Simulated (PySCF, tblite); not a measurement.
**C4H8NOSi2 radical: geometry, infrared bands and EPR parameters**

Aim: predict the infrared bands and EPR parameters of C4H8NOSi2 radical (`[CH2]C#C[SiH2]N([SiH3])C=O`).

Computed with tblite 0.8.0 and PySCF 2.14.0, with density-fitted response routines of our own, on a single molecule in the gas phase. Atoms count from 0, in the outputs and in this text.

**1. Starting geometry**

16 atoms, charge 0, multiplicity 2; geometry from: force field or distance geometry start.

Bonds of the start (Å): C0–C1 1.50, C1–C2 1.19, C2–Si3 1.84, Si3–N4 1.78, N4–Si5 1.80, N4–C6 1.42, C6–O7 1.26, C0–H8 1.13, C0–H9 1.12, Si3–H10 1.48, Si3–H11 1.46, Si5–H12 1.50, Si5–H13 1.47, Si5–H14 1.47, C6–H15 1.10.

**2. Relaxing the molecule with GFN2-xTB**

Job settings and geometry (Å):

```
{"job": {"kind": "relax", "xc": "GFN2-xTB", "basis": "xTB"}, "charge": 0, "multiplicity": 2}
C      3.788600    -1.454200    -0.515200
C      2.577700    -0.574300    -0.490300
C      1.609900     0.110300    -0.442100
Si     0.100700     1.168700    -0.370100
N     -1.189100     0.242100     0.429200
Si    -2.841700     0.903400     0.703500
C     -0.894200    -1.087800     0.843700
O     -1.738400    -1.822100     1.419300
H      3.674700    -2.211300     0.311700
H      4.696000    -0.826400    -0.331300
H     -0.357700     1.429900    -1.754000
H      0.403700     2.412600     0.324800
H     -2.942800     1.515200     2.064700
H     -3.808000    -0.200300     0.711300
H     -3.204400     1.884900    -0.328100
H      0.117300    -1.481600     0.679000
```

Run with:

```bash
$ OMP_NUM_THREADS=1 python probes_run.py task.json out
```

The driver reads the jobs from task.json and runs them one after another.

**Question.** This job is followed by: GFN2-xTB harmonic vibrations, gas phase; UKS B3LYP, pcH-1 on C H N O Si, non-relativistic, mean-field spin-orbit, GIAO. Predict these results of the whole session: strongest single infrared mode (GFN2-xTB); zero-point energy (GFN2-xTB); g(iso) (B3LYP); ⟨S²⟩; largest a(iso) (averaged by class); surface potential, 1st and 99th percentile.

**Answer**, as computed:

```
                                 quantity                  value
strongest single infrared mode (GFN2-xTB)  1688 cm⁻¹, 616 km/mol
             zero-point energy (GFN2-xTB)          61.8 kcal/mol
                           g(iso) (B3LYP)                2.00275
                                     ⟨S²⟩     0.770 (exact 0.75)
       largest a(iso) (averaged by class)   13C on C1, -61.0 MHz
    surface potential, 1st and 99th percentile     -1.79 V and 1.36 V
```

In words: Over 73 steps the energy fell by 1.394 eV; of the close pairs, C0–C1 changed most, 1.497 to 1.343 Å. The lowest mode is imaginary (28i cm⁻¹), so the xTB geometry is not a minimum. The strongest single mode, at 1688 cm⁻¹, moves mainly C6 and O7. Unscaled tight-binding wavenumbers are off by several per cent, some by more. Its intensities can rank the bands wrongly. The largest spin populations lie on C0 (0.75 e), C2 (0.58 e). The isotropic g lies 0.4 ppt above the free-electron value.
